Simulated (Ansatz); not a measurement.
# LaSb: the cost of one run

Computed with Ansatz 0.2.0 (DFT PBEsol, scalar-relativistic, plane waves, PAW, unless a step's input says otherwise).

1 further run of the same task is left out (set aside as unsound or not needed).

### Step 1. The system as given

The structure is cubic, space group Fm-3m (No. 225). The conventional cell has a = 6.453 Å, b = 6.453 Å, c = 6.453 Å, α = 90.00°, β = 90.00°, γ = 90.00°. La (site symmetry m-3m) has 6 Sb at 3.23 Å as nearest neighbours. Sb (site symmetry m-3m) is surrounded by 6 La at 3.23 Å.

Coordinates:

```
La Sb
1.0
     0.00000    3.22658    3.22658
     3.22658    0.00000    3.22658
     3.22658    3.22658    0.00000
La Sb
1 1
Direct
  0.00000 0.00000 0.00000
  0.50000 0.50000 0.50000
```

This cell was relaxed beforehand with the same method: volume 33.59 Å³/atom, gap on the mesh none (metal).

### Step 2. Bands, states and charges

Input file input.yaml:

```yaml
crystal:
  lattice:
    - [0.0, 3.2265834029, 3.2265834029]
    - [3.2265834029, 0.0, 3.2265834029]
    - [3.2265834029, 3.2265834029, 0.0]
  atoms:
    - { symbol: La, position: [0.0, 0.0, 0.0] }
    - { symbol: Sb, position: [0.5, 0.5, 0.5] }
basis:
  ecutwfc: 420
kpoints:
  mp_grid: { grid: [12, 12, 12] }
  band_path:
    path:
      - [[0.0, 0.0, 0.0], [0.5, 0.0, 0.5], [0.625, 0.25, 0.625]]
      - [[0.375, 0.375, 0.75], [0.0, 0.0, 0.0], [0.5, 0.5, 0.5], [0.5, 0.25, 0.75], [0.5, 0.0, 0.5]]
    npoints: 14
hamiltonian:
  xc: pbesol
scf:
  occupations: { method: gaussian, width: 0.1 }
  n_extra_bands: 6
output:
  forces: true
  stress: true
  eigenvalues: true
  populations: true
  dos: { projected: true, de: 0.02, nscf_kmesh: { grid: [18, 18, 18] } }
  bader: true
  write_density: true
  write_potential: true
  elf: true
  volumetric_format: npy
```

Started as:

```
$ ansatz run input.yaml --threads 1 --pin off --max-ram 2560MiB --backend cpu --events-out ev --progress --plain --runs-dir out
```

**Question.** How long does this run take on 1 thread of Arm Neoverse V1, shared host, and how much memory does it need?

About 24 s, with a peak of 0.43 GiB.
